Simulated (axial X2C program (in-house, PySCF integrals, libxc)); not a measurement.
**IBe: from the state search to constants**

Aim: find the lowest determinant of IBe, scan the bond at several levels and fit the constants, once spin-free and once with spin–orbit coupling.

Computed with an in-house X2C program for linear molecules on PySCF integrals. Level: all-electron X2C, I dyall-cv3z, Be dyall-cv3z.

All values are calculated.

## 1. Input

The input, task.json:

```json
{
 "zs": [
  53,
  4
 ],
 "q": 0,
 "bas": [
  "dyall-cv3z",
  "dyall-cv3z"
 ],
 "levels": [
  "PBE0",
  "HF",
  "B97-3"
 ],
 "cc": true,
 "r0": 2.35,
 "thr": -2.0,
 "nmax": 90,
 "npts": 10,
 "nst": 2,
 "ntry": 6
}
```

Keys: zs atomic numbers; q charge; bas basis sets; levels methods (HF also brings MP2); cc coupled cluster on or off; r0 starting distance in Å; thr threshold in hartree for freezing inner shells (an s shell follows its p shell); nmax most natural virtual spinors; npts points asked for on the curve; nst determinants followed; ntry starts of the search.

Started as:

```
$ python so2c.py task.json out
```

Spin-free means the one-electron spin-free X2C Hamiltonian; two-component (2c) means X2C with spin–orbit coupling and atomic mean-field two-electron Coulomb and Gaunt terms. Basis: I dyall-cv3z contracted to [11s12p8d4f1g], Be dyall-cv3z contracted to [8s8p3d1f]; Gaussian nuclei, density fitting. Masses: I 126.904 u, Be 9.012 u.

Notation: σ, π±, δ± give the projection m of an orbital's angular momentum (0, ±1, ±2), α and β its spin, Λ and M_S the sums; ω is the projection of a spinor's total angular momentum and Ω the sum. Logs are in hartree.

The results follow Hamiltonian by Hamiltonian and level by level.

## 2. Search for the lowest determinant

PBE0 moves the distance from 2.350 Å to 2.189 Å and compares determinants there.

Spin-free determinants:

| ΔE (eV) | state | open shells |
| --- | --- | --- |
| 0.00 | M_S = 1/2, Λ = 0 | beyond closed shells: σα |
| 2.88 | M_S = 1/2, Λ = 1 | beyond closed shells: π+α |
| 4.48 | M_S = 1/2, Λ = 1 | beyond closed shells: π+α, π+β, π-α |
| 5.20 | M_S = 3/2, Λ = 0 | beyond closed shells: σα, π+α, π+β, 2 × π-α |
| 5.20 | M_S = 3/2, Λ = 2 | beyond closed shells: σα, 2 × π+α, π+β, π-α |
| 5.33 | M_S = 1/2, Λ = 2 | beyond closed shells: σα, 2 × π+α, π+β, π-β |

Two-component determinants:

| ΔE (eV) | state | open shells |
| --- | --- | --- |
| 0.00 | Ω = 1/2 | excess of +ω over −ω: ω = 1/2 |
| 2.90 | Ω = 3/2 | excess of +ω over −ω: ω = 3/2 |
| 4.18 | Ω = 3/2 | excess of +ω over −ω: ω = 3/2 |
| 4.91 | Ω = 7/2 | excess of +ω over −ω: ω = 1/2, 2 × ω = 3/2 |
| 5.54 | Ω = 5/2 | excess of +ω over −ω: 2 × ω = 1/2, ω = 3/2 |
| 5.66 | Ω = 1/2 | excess of +ω over −ω: 2 × ω = -1/2, ω = 3/2 |
| 5.70 | Ω = 5/2 | excess of +ω over −ω: ω = -1/2, 2 × ω = 3/2 |

## 3. PBE0, spin-free

State followed: M_S = 1/2, Λ = 0 (beyond closed shells: σα). The scan is laid around 2.189 Å, a first estimate of the minimum, and this SCF restarts from the orbitals of the search.

The SCF at the reference distance of 2.189 Å:

```text
spin-free X2C-1e  PBE0
basis functions 178  fitting functions 878  grid points 5078
iter        total energy     max residual
   1      -7130.068862549     9.92e-05
   2      -7130.068862618     5.75e-05
   3      -7130.068862665     1.15e-05
   4      -7130.068862666     1.56e-05
converged
one-electron -9876.03193771  Coulomb 2880.46487930  exact exchange -45.77064566  xc functional -139.98084737  nuclear repulsion 51.24968877
```

Along the bond, energies from the lowest point:

```tsv
R (Å)	E (eV)	μ (D)	HOMO (eV)	LUMO (eV)	iterations
1.904	0.6464	-0.56	-5.72	-1.76	27
1.992	0.2650	-0.21	-5.87	-1.91	21
2.058	0.1023	0.06	-5.98	-2.03	18
2.123	0.0198	0.34	-6.09	-2.16	16
2.189	0.0000	0.63	-6.20	-2.30	4
2.266	0.0373	0.98	-6.33	-2.47	16
2.342	0.1229	1.33	-6.46	-2.65	14
2.441	0.2827	1.78	-6.61	-2.88	16
2.561	0.5249	2.32	-6.77	-3.17	15
2.736	0.9189	3.05	-6.97	-3.57	16
```

Dipoles are positive if Be is the positive end.

Outer orbitals at the reference distance:

| symmetry | occupied | ε (eV) | atomic character |
| --- | --- | --- | --- |
| σα | yes | -19.38 | 76% I s, 12% Be p, 7% Be s |
| σβ | yes | -19.31 | 76% I s, 12% Be p, 7% Be s |
| σα | yes | -10.10 | 68% I p, 22% Be s, 5% Be p |
| σβ | yes | -9.84 | 70% I p, 16% Be s, 8% Be p |
| π+α | yes | -8.10 | 86% I p, 10% Be p, 3% Be d |
| π-α | yes | -8.10 | 86% I p, 10% Be p, 3% Be d |
| π+β | yes | -8.08 | 87% I p, 8% Be p, 3% Be d |
| π-β | yes | -8.08 | 87% I p, 8% Be p, 3% Be d |
| σα | yes | -6.20 | 48% Be s, 41% Be p, 8% I p |
| σβ | no | -2.30 | 63% Be s, 23% Be p, 6% I p |
| π-α | no | -1.53 | 83% Be p, 8% I p, 7% I d |
| π+α | no | -1.53 | 83% Be p, 8% I p, 7% I d |
| π-β | no | -0.60 | 83% Be p, 9% I d, 8% I p |

PBE0 fields in the half plane through the axis: z from -2.4 to 4.5 Å across, distance from the axis 0.15 to 2.25 Å upwards; I lies at z = 0 and Be at z = 2.189 Å; the ELF is damped to zero where the density is low.

log10 density (e/bohr³). Ten even steps from '0' (-4.39 ) to '9' (1.84 ):
```
001112222222211111111100
001222333332222222221110
012233334333333222222111
112334444444333333332211
122344555554444333333221
123345556555444444433322
123445677765544544443322
123445689865555765443322
```

ELF. Ten even steps from ' ' (0.00 ) to '@' (1.00 ):
```
        ..::--------::..        ..::--::..      
      ..::==++****++==--::......==**####**--    
    ..::==**########**++==::::--**%%@@@@@@##==  
    ::==**##%%%%%%####**++==--==##@@@@@@@@@@%%--
  ..--++##%%####****######**====%%@@@@@@@@@@@@**
  ..==**####++::::::==######--  --@@@@@@@@@@@@%%
  ::==**##++::++##++::++%%##      ==@@@@@@@@@@@@
  ::==**##====**##**----%%++..@@@@..@@@@@@@@@@@@
```

Re = 2.180 Å, ωe = 612 cm⁻¹, ωexe = 3.12 cm⁻¹, Be = 0.4214 cm⁻¹, De = 2.92 eV, μ = 0.59 D.

## 4. HF, spin-free

Output at 2.189 Å:

```text
spin-free X2C-1e  HF
basis functions 178  fitting functions 878  grid points 5078
iter        total energy     max residual
   1      -7127.399952274     3.50e-01
   2      -7127.419003433     6.88e-03
   3      -7127.419625013     9.07e-03
   4      -7127.419723424     2.17e-03
   5      -7127.419738182     4.52e-04
   6      -7127.419739506     2.43e-04
   7      -7127.419739704     5.61e-05
   8      -7127.419739750     3.32e-05
   9      -7127.419739763     1.36e-05
  10      -7127.419739764     2.36e-06
converged
one-electron -9875.11597351  Coulomb 2879.59356844  exact exchange -183.14702346  xc functional 0.00000000  nuclear repulsion 51.24968877
```

Re = 2.201 Å, ωe = 612 cm⁻¹, ωexe = 2.95 cm⁻¹, Be = 0.4134 cm⁻¹, De = 2.35 eV, μ = 1.05 D.

## 5. B97-3, spin-free

Output at 2.189 Å:

```text
spin-free X2C-1e  B97-3
basis functions 178  fitting functions 878  grid points 5078
iter        total energy     max residual
   1      -7130.043939547     5.47e-02
   2      -7130.044666873     6.96e-03
   3      -7130.044882677     6.59e-03
   4      -7130.044924862     8.73e-04
   5      -7130.044933484     1.25e-03
   6      -7130.044938431     3.06e-04
   7      -7130.044939584     3.20e-04
   8      -7130.044939700     3.01e-05
   9      -7130.044939711     3.59e-05
  10      -7130.044939713     3.48e-06
converged
one-electron -9876.10095709  Coulomb 2880.53739135  exact exchange -49.30248012  xc functional -136.42858263  nuclear repulsion 51.24968877
```

Re = 2.185 Å, ωe = 606 cm⁻¹, ωexe = 3.25 cm⁻¹, Be = 0.4197 cm⁻¹, De = 2.71 eV, μ = 0.52 D.

## 6. Correlated methods, spin-free

Correlated methods: 9 electrons correlated (frozen shells, counted by type: I 4 s, 3 p, 2 d; Be 1 s), 225 virtual spinors in MP2, 90 natural virtuals in coupled cluster.

Output of the correlated part at 2.189 Å:

```text
correlated 9  virtual 225  natural virtual 90  E(MP2) -0.163538486  MP2 remainder -0.003421127
iter   CCSD correlation   residual
   1     -0.172077892   8.77e-02
   2     -0.176548819   3.26e-02
   3     -0.177207142   1.24e-02
   4     -0.177261188   5.10e-03
   5     -0.177281769   1.30e-03
   6     -0.177280530   3.61e-04
   7     -0.177281717   1.06e-04
   8     -0.177281722   3.22e-05
   9     -0.177281587   1.15e-05
  10     -0.177281643   4.35e-06
  11     -0.177281659   1.58e-06
(T) -0.007936671  T1 0.0194  D1 0.0288  max T2 0.048
```

T1 in the output is the amplitude norm over the root of the electron number; divide by √2 for the Lee–Taylor value.

MP2: Re = 2.183 Å, ωe = 625 cm⁻¹, Be = 0.4203 cm⁻¹, De = 2.81 eV.

CCSD: Re = 2.185 Å, ωe = 620 cm⁻¹, ωexe = 3.18 cm⁻¹, Be = 0.4197 cm⁻¹, De = 2.34 eV. T1 at Re = 0.014 (Lee–Taylor, the printed value over √2).

CCSD(T): Re = 2.185 Å, ωe = 619 cm⁻¹, ωexe = 3.21 cm⁻¹, Be = 0.4194 cm⁻¹, De = 2.44 eV. T1 at Re = 0.014 (Lee–Taylor, the printed value over √2).

## 7. The spin-free curves together

Energy (eV) of the followed determinant, spin-free, from each level's lowest point:

```tsv
R (Å)	PBE0	HF	MP2	CCSD	CCSD(T)	B97-3
1.904	0.646	0.763	0.689	n/a	n/a	0.660
1.992	0.265	0.335	0.286	0.288	0.289	0.274
2.058	0.102	0.144	0.113	0.114	0.115	0.109
2.123	0.020	0.038	0.023	0.024	0.025	0.023
2.189	0.000	0.000	0.000	0.000	0.000	0.000
2.266	0.037	0.021	0.037	0.035	0.034	0.033
2.342	0.123	0.095	0.125	0.120	0.119	0.115
2.441	0.283	0.247	0.292	0.282	0.280	0.269
2.561	0.525	0.486	0.548	n/a	n/a	0.503
2.736	0.919	0.884	0.973	n/a	n/a	0.885
```

## 8. PBE0, 2c

State followed: Ω = 1/2 (excess of +ω over −ω: ω = 1/2). The scan is laid around 2.189 Å, a first estimate of the minimum, and this SCF restarts from the orbitals of the search.

Output at 2.189 Å:

```text
two-component X2C + atomic mean field  PBE0
basis functions 178  fitting functions 878  grid points 5078
iter        total energy     max residual
   1      -7127.092609399     4.04e-05
   2      -7127.092609400     3.48e-06
converged
one-electron -9867.15804261  Coulomb 2878.78667579  exact exchange -45.74254675  xc functional -139.90044609  nuclear repulsion 51.24968877  atomic mean-field constant -4.32793851
```

Along the bond, energies from the lowest point:

```tsv
R (Å)	E (eV)	μ (D)	HOMO (eV)	LUMO (eV)	iterations
1.904	0.6551	-0.59	-5.71	-1.76	28
1.992	0.2713	-0.24	-5.85	-1.91	23
2.058	0.1066	0.03	-5.96	-2.03	19
2.123	0.0220	0.31	-6.07	-2.16	16
2.189	0.0000	0.60	-6.18	-2.30	2
2.266	0.0346	0.93	-6.30	-2.47	16
2.342	0.1173	1.28	-6.42	-2.65	14
2.441	0.2731	1.72	-6.56	-2.88	16
2.561	0.5100	2.24	-6.70	-3.16	15
2.736	0.8944	2.93	-6.85	-3.55	16
```

Dipoles are positive if Be is the positive end.

Outer spinors at the reference distance:

```csv
ω,occupied,ε (eV),atomic character,λ mixture
1/2,yes,-19.39,"76% I s, 12% Be p, 7% Be s",100% σ
-1/2,yes,-19.32,"76% I s, 12% Be p, 7% Be s",100% σ
1/2,yes,-10.19,"70% I p, 20% Be s, 5% Be p","95% σ, 5% π"
-1/2,yes,-9.96,"72% I p, 14% Be s, 8% Be p","93% σ, 7% π"
1/2,yes,-8.34,"86% I p, 7% Be p, 3% Be d","95% π, 5% σ"
-1/2,yes,-8.33,"85% I p, 9% Be p, 3% Be d","93% π, 7% σ"
3/2,yes,-7.80,"85% I p, 11% Be p, 3% Be d",100% π
-3/2,yes,-7.78,"86% I p, 9% Be p, 4% Be d",100% π
1/2,yes,-6.18,"48% Be s, 41% Be p, 8% I p","99% σ, 1% π"
-1/2,no,-2.30,"63% Be s, 23% Be p, 6% I p",100% σ
-1/2,no,-1.55,"84% Be p, 8% I p, 7% I d",100% π
3/2,no,-1.50,"82% Be p, 9% I p, 7% I d",100% π
1/2,no,-0.62,"83% Be p, 9% I d, 7% I p",100% π
```

PBE0 fields in the half plane through the axis: z from -2.4 to 4.5 Å across, distance from the axis 0.15 to 2.25 Å upwards; I lies at z = 0 and Be at z = 2.189 Å; the ELF is damped to zero where the density is low.

log10 density (e/bohr³). Ten even steps from '0' (-4.39 ) to '9' (1.84 ):
```
001112222222211111111000
001222333332222222221110
012233334333333222222111
112334444444333333332211
122344555554444333333221
123345556555444444433322
123445677765544544443322
123445689865555765443322
```

ELF. Ten even steps from '0' (0.00 ) to '9' (1.00 ):
```
000012333321000012321000
000124566543211146776300
001246777765422368999740
002467888776543479999983
013578776677764489999996
014677522247773039999998
024675257525870004999999
024674467633851991999999
```

Re = 2.183 Å, ωe = 607 cm⁻¹, ωexe = 3.16 cm⁻¹, Be = 0.4203 cm⁻¹, De = 2.65 eV, μ = 0.57 D.

## 9. HF, 2c

The SCF at the reference distance of 2.189 Å:

```text
two-component X2C + atomic mean field  HF
basis functions 178  fitting functions 878  grid points 5078
iter        total energy     max residual
   1      -7124.419803560     4.10e-01
   2      -7124.438867539     6.86e-03
   3      -7124.439495218     1.07e-02
   4      -7124.439595587     2.57e-03
   5      -7124.439610729     5.35e-04
   6      -7124.439612104     2.89e-04
   7      -7124.439612312     5.75e-05
   8      -7124.439612361     4.05e-05
   9      -7124.439612375     1.64e-05
  10      -7124.439612376     2.44e-06
converged
one-electron -9866.23936362  Coulomb 2877.91244144  exact exchange -183.03444046  xc functional 0.00000000  nuclear repulsion 51.24968877  atomic mean-field constant -4.32793851
```

Re = 2.204 Å, ωe = 608 cm⁻¹, ωexe = 2.99 cm⁻¹, Be = 0.4124 cm⁻¹, De = 2.05 eV, μ = 1.03 D.

## 10. B97-3, 2c

The SCF at the reference distance of 2.189 Å:

```text
two-component X2C + atomic mean field  B97-3
basis functions 178  fitting functions 878  grid points 5078
iter        total energy     max residual
   1      -7127.067995564     5.61e-02
   2      -7127.068593988     8.26e-03
   3      -7127.068960346     7.03e-03
   4      -7127.069003908     7.95e-04
   5      -7127.069014644     1.20e-03
   6      -7127.069021033     2.78e-04
   7      -7127.069022501     3.02e-04
   8      -7127.069022658     3.11e-05
   9      -7127.069022677     3.60e-05
  10      -7127.069022680     4.41e-06
converged
one-electron -9867.22234197  Coulomb 2878.85430733  exact exchange -49.27215150  xc functional -136.35058680  nuclear repulsion 51.24968877  atomic mean-field constant -4.32793851
```

Re = 2.188 Å, ωe = 601 cm⁻¹, ωexe = 3.3 cm⁻¹, Be = 0.4185 cm⁻¹, De = 2.44 eV, μ = 0.49 D.

## 11. Correlated methods, 2c

Correlated methods: 9 electrons correlated (frozen shells, counted by type: I 4 s, 3 p, 2 d; Be 1 s), 225 virtual spinors in MP2, 90 natural virtuals in coupled cluster.

Output of the correlated part at 2.189 Å:

```text
correlated 9  virtual 225  natural virtual 90  E(MP2) -0.163077144  MP2 remainder -0.003429120
iter   CCSD correlation   residual
   1     -0.171616716   8.75e-02
   2     -0.176080425   3.25e-02
   3     -0.176725151   1.23e-02
   4     -0.176779637   5.11e-03
   5     -0.176800133   1.32e-03
   6     -0.176798923   3.85e-04
   7     -0.176800198   1.25e-04
   8     -0.176800143   4.44e-05
   9     -0.176799964   1.83e-05
  10     -0.176800056   7.37e-06
  11     -0.176800092   2.86e-06
  12     -0.176800110   9.96e-07
(T) -0.007864381  T1 0.0193  D1 0.0289  max T2 0.049
```

MP2: Re = 2.186 Å, ωe = 622 cm⁻¹, Be = 0.4193 cm⁻¹, De = 2.53 eV.

CCSD: Re = 2.188 Å, ωe = 615 cm⁻¹, ωexe = 2.98 cm⁻¹, Be = 0.4185 cm⁻¹, De = 2.05 eV. T1 at Re = 0.014 (Lee–Taylor, the printed value over √2).

CCSD(T): Re = 2.188 Å, ωe = 614 cm⁻¹, ωexe = 3.01 cm⁻¹, Be = 0.4183 cm⁻¹, De = 2.16 eV. T1 at Re = 0.014 (Lee–Taylor, the printed value over √2).

## 12. The 2c curves together

Energy (eV) of the followed determinant, 2c, from each level's lowest point:

```tsv
R (Å)	PBE0	HF	MP2	CCSD	CCSD(T)	B97-3
1.904	0.655	0.771	0.697	n/a	n/a	0.669
1.992	0.271	0.340	0.292	0.294	0.295	0.281
2.058	0.107	0.147	0.116	0.118	0.119	0.113
2.123	0.022	0.040	0.025	0.026	0.027	0.025
2.189	0.000	0.000	0.000	0.000	0.000	0.000
2.266	0.035	0.019	0.034	0.032	0.031	0.030
2.342	0.117	0.091	0.120	0.115	0.113	0.109
2.441	0.273	0.238	0.284	0.273	0.271	0.258
2.561	0.510	0.473	0.536	n/a	n/a	0.487
2.736	0.894	0.863	0.956	n/a	n/a	0.859
```

Time for the job: 3 min (1 thread of Arm Neoverse N1, shared host); peak memory 0.59 GiB.

## 13. Results

Lowest determinant that the search found at its distance, spin-free: M_S = 1/2, Λ = 0 (beyond closed shells: σα).

Lowest determinant that the search found at its distance, 2c: Ω = 1/2 (excess of +ω over −ω: ω = 1/2).

| Hamiltonian | level | Re (Å) | ωe (cm⁻¹) | De (eV) | μ (D) |
| --- | --- | --- | --- | --- | --- |
| spin-free | PBE0 | 2.180 | 612 | 2.92 | 0.59 |
| spin-free | HF | 2.201 | 612 | 2.35 | 1.05 |
| spin-free | MP2 | 2.183 | 625 | 2.81 | n/a |
| spin-free | CCSD | 2.185 | 620 | 2.34 | n/a |
| spin-free | CCSD(T) | 2.185 | 619 | 2.44 | n/a |
| spin-free | B97-3 | 2.185 | 606 | 2.71 | 0.52 |
| 2c | PBE0 | 2.183 | 607 | 2.65 | 0.57 |
| 2c | HF | 2.204 | 608 | 2.05 | 1.03 |
| 2c | MP2 | 2.186 | 622 | 2.53 | n/a |
| 2c | CCSD | 2.188 | 615 | 2.05 | n/a |
| 2c | CCSD(T) | 2.188 | 614 | 2.16 | n/a |
| 2c | B97-3 | 2.188 | 601 | 2.44 | 0.49 |

Dipoles are positive if Be is the positive end.

Time per point (s) on 1 thread of Arm Neoverse N1, shared host (2c runs; CCSD comes with the CCSD(T) run); the times are rough: PBE0 1.5, HF 1.1, MP2 1.2, CCSD(T) 5.4, B97-3 1.6.

At CCSD(T), going from spin-free to two-component changes Re by +3 mÅ, ωe by -0.8 %, which is small (part of it comes from the scalar share of the two-electron terms). De moves by -0.29 eV; both De rest on single-determinant atoms, which can miss part of an open shell's spin–orbit lowering.

De refers to I + Be, each in the lowest determinant found, which need not be this curve's own limit. The state is a single determinant with fixed occupations, the lowest that a limited PBE0 search found. Dissociation energies refer to the lowest single-determinant-based atoms at the same level and basis. Density functionals use the spin component along the axis (collinear). CCSD and (T) use frozen natural virtuals with an MP2 correction for the truncation.
